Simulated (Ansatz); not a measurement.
# HfSiO4: the cost of one run

Method: DFT PBE, scalar-relativistic, plane waves, PAW, in Ansatz 0.2.0.

## (1) The structure to begin with

The structure is tetragonal, space group I4_1/amd (No. 141). The conventional cell has a = 6.572 Å, b = 6.572 Å, c = 5.963 Å, α = 90.00°, β = 90.00°, γ = 90.00°. Around Hf (site symmetry -4m2) lie 8 O at 2.11 to 2.26 Å. Si (site symmetry -4m2) is surrounded by 4 O at 1.62 Å. Around O (site symmetry m) lie 1 Si at 1.62 Å and 2 Hf at 2.11 to 2.26 Å.

As a file:

```cif
data_structure
_symmetry_space_group_name_H-M 'P 1'
_symmetry_Int_Tables_number 1
_cell_length_a 5.5217
_cell_length_b 5.5217
_cell_length_c 5.5217
_cell_angle_alpha 106.953
_cell_angle_beta 106.953
_cell_angle_gamma 114.635
_cell_volume 128.80
loop_
_atom_site_label
_atom_site_type_symbol
_atom_site_fract_x
_atom_site_fract_y
_atom_site_fract_z
_atom_site_occupancy
Hf1 Hf 0.75000 0.25000 0.50000 1
Hf2 Hf 0.00000 0.00000 0.00000 1
Si1 Si 0.25000 0.75000 0.50000 1
Si2 Si 0.50000 0.50000 0.00000 1
O1 O 0.13530 0.31980 0.81550 1
O2 O 0.06980 0.75430 0.68450 1
O3 O 0.50430 0.31980 0.18450 1
O4 O 0.06980 0.38530 0.31550 1
O5 O 0.61470 0.93020 0.68450 1
O6 O 0.68020 0.86470 0.18450 1
O7 O 0.24570 0.93020 0.31550 1
O8 O 0.68020 0.49570 0.81550 1
```

The structure rests on an entry of the Crystallography Open Database; cell or positions may have been set otherwise for this series.

## (2) Relaxing cell and atoms: HfSiO4, no spin

input.yaml reads:

```yaml
crystal:
  lattice:
    - [-3.28625, 3.28625, 2.9816]
    - [3.28625, -3.28625, 2.9816]
    - [3.28625, 3.28625, -2.9816]
  atoms:
    - { symbol: Hf, position: [0.75, 0.25, 0.5] }
    - { symbol: Hf, position: [0.0, 0.0, 0.0] }
    - { symbol: Si, position: [0.25, 0.75, 0.5] }
    - { symbol: Si, position: [0.5, 0.5, 0.0] }
    - { symbol: O, position: [0.1353, 0.3198, 0.8155] }
    - { symbol: O, position: [0.0698, 0.7543, 0.6845] }
    - { symbol: O, position: [0.5043, 0.3198, 0.1845] }
    - { symbol: O, position: [0.0698, 0.3853, 0.3155] }
    - { symbol: O, position: [0.6147, 0.9302, 0.6845] }
    - { symbol: O, position: [0.6802, 0.8647, 0.1845] }
    - { symbol: O, position: [0.2457, 0.9302, 0.3155] }
    - { symbol: O, position: [0.6802, 0.4957, 0.8155] }
scf:
  occupations: { method: fixed }
output:
  forces: true
  stress: true
  eigenvalues: true
  write_density: true
  write_potential: true
  elf: true
  volumetric_format: npy
hamiltonian:
  xc: pbe
basis:
  ecutwfc: 600
kpoints:
  mp_grid: { grid: [4, 4, 4] }
relax:
  f_tol: 0.003
  max_steps: 80
  cell: { stress_tol: 0.05 }
```

Run with:

```sh
ansatz run input.yaml --threads 4 --pin off --max-ram 10240MiB --backend cpu --events-out ev --progress --plain --runs-dir out
```

What time and memory should one allow on 4 threads of Arm Neoverse N1, shared host?

About 56 s, with a peak of 0.74 GiB.
